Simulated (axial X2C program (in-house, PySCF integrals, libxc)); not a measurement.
# SbIn: properties at the nuclei

Aim: properties at the nuclei of SbIn, with spin–orbit coupling in the Hamiltonian from the start.

Method: two-component X2C with atomic mean-field terms, Sb dyall-cv3z, In dyall-cv3z; program: an in-house X2C program for linear molecules on PySCF integrals.

All values are calculated.

## (1) The job

task.json reads:

```json
{
 "zs": [
  51,
  49
 ],
 "q": 0,
 "bas": [
  "dyall-cv3z",
  "dyall-cv3z"
 ],
 "r0": 2.82,
 "levels": [
  "PBE0",
  "HF",
  "PBE",
  "r2SCAN",
  "B3LYP"
 ],
 "nst": 3
}
```

Keys: zs atomic numbers; q charge; bas basis sets; r0 starting distance in Å; levels methods (HF also brings MP2); nst determinants followed.

Command:

```sh
> python soeom.py task.json out
```

Further steps of the session: Expectation values, lowest determinant; Expectation values, a higher determinant; Expectation values, a higher determinant.

Before running it: what results should come out? Wanted: lowest determinant; Eeff magnitude; Ws magnitude Sb; A∥/gI Sb; qzz Sb; higher determinant (for each run or level that gives them).

**Answer**, as computed:

```
                                        quantity                                            value
                              lowest determinant  Ω = 1 (excess of +ω over −ω: ω = -1/2, ω = 3/2)
                    Eeff magnitude (GV/cm), PBE0                                             2.26
                     Ws magnitude Sb (kHz), PBE0                                            0.345
                            A∥/gI Sb (MHz), PBE0                                             -699
                             qzz Sb (a.u.), PBE0                                            -5.50
                              higher determinant   Ω = 2 (excess of +ω over −ω: ω = 1/2, ω = 3/2)
Eeff magnitude (GV/cm), PBE0, higher determinant                                             5.89
 Ws magnitude Sb (kHz), PBE0, higher determinant                                            0.668
        A∥/gI Sb (MHz), PBE0, higher determinant                                              186
         qzz Sb (a.u.), PBE0, higher determinant                                             3.43
                              higher determinant                             Ω = 0 (closed shell)
         qzz Sb (a.u.), PBE0, higher determinant                                            -5.94
         qzz In (a.u.), PBE0, higher determinant                                            -4.59
                 μ (D), PBE0, higher determinant                                             1.63
```

In the first state, the effective field runs from 0.259 to 9.95 GV/cm over the mean-field levels, so the levels don't agree on it. The expectation values come from single determinants, which for open shells can mix terms of unlike spin or miss the lowest Ω, so a determinant need not be a state. Eeff is the effective electric field on the electron dipole moment in this Ω state and Ws the scalar–pseudoscalar constant (defined with the proton number Z and per Ω); A∥ is the parallel hyperfine constant, which follows by multiplying with the nuclear g factor gI = μI/(I μN); qzz is the electric field gradient, eQq0 = 234.96 MHz × Q/barn × qzz; μ is positive if In is the positive end. The operators were transformed with the bare-nucleus X2C matrices.
